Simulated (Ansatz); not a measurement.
# CH₇BOSi: up Jacob's ladder to CCSD(T)

How much do the methods differ for CH₇BOSi? The plan is to run it at one geometry with functionals of several rungs and with coupled cluster, and see how far each lands from CCSD(T) at the basis-set limit for the atomisation energy.

The runs use Ansatz 0.2.0, Gaussian basis; functionals in def2-TZVPP, the program's frozen cores in correlated methods.

Levels to be run: LDA (SPW92), PBE-D4, revPBE-D4, BLYP-D4, r2SCAN-D4, B97M-V, PBE0-D4, B3LYP-D4, r2SCANh-D4, r2SCAN0-D4, HSE06-D4, BHLYP-D4, CAM-B3LYP-D4, LC-ωPBE, ωB97X-V, ωB97M-V, B2PLYP, PBE-QIDH; CCSD(T)/def2-SVP; CCSD(T)/def2-TZVPP; MP2/def2-QZVPP; extrapolation to the limit; RPA on PBE.

## (1) Structure used throughout

The geometry comes from an earlier relaxation with PBE0-D4 in a triple-zeta def2 set; it is a stationary point, not always the lowest conformer.

SMILES `OCB[SiH3]`, 11 atoms, charge 0, spin multiplicity 1.

Atoms are counted from 1 here; the program's logs count them from 0.

Bond lengths: O1–C2 1.411 Å, O1–H5 0.960 Å, C2–B3 1.547 Å, C2–H6 1.107 Å, C2–H7 1.107 Å, B3–Si4 2.017 Å, B3–H8 1.197 Å, Si4–H9 1.491 Å, Si4–H10 1.491 Å, Si4–H11 1.491 Å. Angles: C2–O1–H5 108.9°, O1–C2–B3 114.8°, O1–C2–H6 112.1°, O1–C2–H7 112.1°, B3–C2–H6 106.8°, B3–C2–H7 106.8°, H6–C2–H7 103.5°, C2–B3–Si4 120.7°, C2–B3–H8 120.1°, Si4–B3–H8 119.2°, B3–Si4–H9 113.8°, B3–Si4–H10 109.9°, B3–Si4–H11 109.7°, H9–Si4–H10 107.9°, H9–Si4–H11 107.9°, H10–Si4–H11 107.5°.

## (2) LDA

This LDA is Slater exchange with PW92 correlation.

Input file in.yaml:

```yaml
crystal:
  periodic: [false, false, false]
  atoms:
    - {symbol: O, position_ang: [-0.815837, 1.879742, -1.401239]}
    - {symbol: C, position_ang: [-0.395520, 1.119073, -0.290021]}
    - {symbol: B, position_ang: [0.013379, -0.336570, -0.618368]}
    - {symbol: Si, position_ang: [0.639563, -1.584435, 0.836878]}
    - {symbol: H, position_ang: [-1.047003, 2.762990, -1.104068]}
    - {symbol: H, position_ang: [-1.174874, 1.063286, 0.494858]}
    - {symbol: H, position_ang: [0.464190, 1.583468, 0.231091]}
    - {symbol: H, position_ang: [-0.041816, -0.734984, -1.745839]}
    - {symbol: H, position_ang: [0.674596, -0.959585, 2.190123]}
    - {symbol: H, position_ang: [2.010914, -2.079532, 0.524309]}
    - {symbol: H, position_ang: [-0.261993, -2.770552, 0.903075]}
basis:
  gaussian: {orbitals: def2-TZVPP}
hamiltonian: {xc: lda}
output: {orbitals: {seedname: orbitals}}
```

Run with:

```console
> ansatz run in.yaml --threads 2 --pin off --events-out ev --progress --plain --max-ram 4352MiB
```

After this run come: PBE-D4 (GGA); revPBE-D4 (GGA); BLYP-D4 (GGA); r2SCAN-D4 (meta-GGA); B97M-V (meta-GGA); B3LYP-D4 (hybrid); r2SCANh-D4 (hybrid); r2SCAN0-D4 (hybrid); HSE06-D4 (hybrid); BHLYP-D4 (hybrid); CAM-B3LYP-D4 (range-separated); LC-ωPBE (range-separated); ωB97X-V (range-separated); ωB97M-V (range-separated); B2PLYP (double hybrid); PBE-QIDH (double hybrid); CCSD(T) in def2-SVP; CCSD(T) in def2-TZVPP; MP2 in def2-QZVPP; RPA on PBE orbitals.

Before running them: what should the planned runs give, taken together? Wanted: atomisation energy, CCSD(T)/CBS; farthest beyond LDA; mean size of error, GGA; mean size of error, meta-GGA; mean size of error, hybrid; mean size of error, range-separated; mean size of error, double hybrid; gap, smallest and largest; T1 diagnostic.

The runs gave:

| quantity | value |
| --- | --- |
| atomisation energy, CCSD(T)/CBS | 888.4 kcal/mol |
| functionals within 4.4 kcal/mol (0.5 %) | BLYP-D4, r2SCAN-D4, PBE0-D4, B3LYP-D4, r2SCANh-D4, HSE06-D4, LC-ωPBE, ωB97M-V |
| farthest beyond LDA | BHLYP-D4 (-17.1 kcal/mol) |
| mean size of error, GGA | 7.0 kcal/mol |
| mean size of error, meta-GGA | 4.5 kcal/mol |
| mean size of error, hybrid | 4.6 kcal/mol |
| mean size of error, range-separated | 4.7 kcal/mol |
| mean size of error, double hybrid | 7.4 kcal/mol |
| gap, smallest and largest | 3.57 eV (LDA (SPW92)), 11.41 eV (LC-ωPBE) |
| T1 diagnostic | 0.0120 |
| triples share of the correlation energy | 3.4 % |

What this shows: LDA overbinds by 119.4 kcal/mol (13 %). PBE-D4 misses by +10.7 kcal/mol. Double hybrids carry the basis error of their MP2 part in triple zeta, and no dispersion term here, so their miss is partly the set-up's. Taken by rung, meta-GGA functionals do best (4.5 kcal/mol on average) and double hybrid ones worst beyond LDA (7.4 kcal/mol). The gap between the best rungs is small, so their order is not settled. The reference freezes the cores and leaves out relativity and excitations past (T), so misses under about 4.4 kcal/mol can't be ranked. Hartree-Fock recovers 75 % of the binding; the rest is correlation. CCSD(T) in def2-SVP is off by -48.0 kcal/mol, worse than the median functional, from the basis alone. Orbital gaps span 3.6 to 11.4 eV; exact exchange widens them.
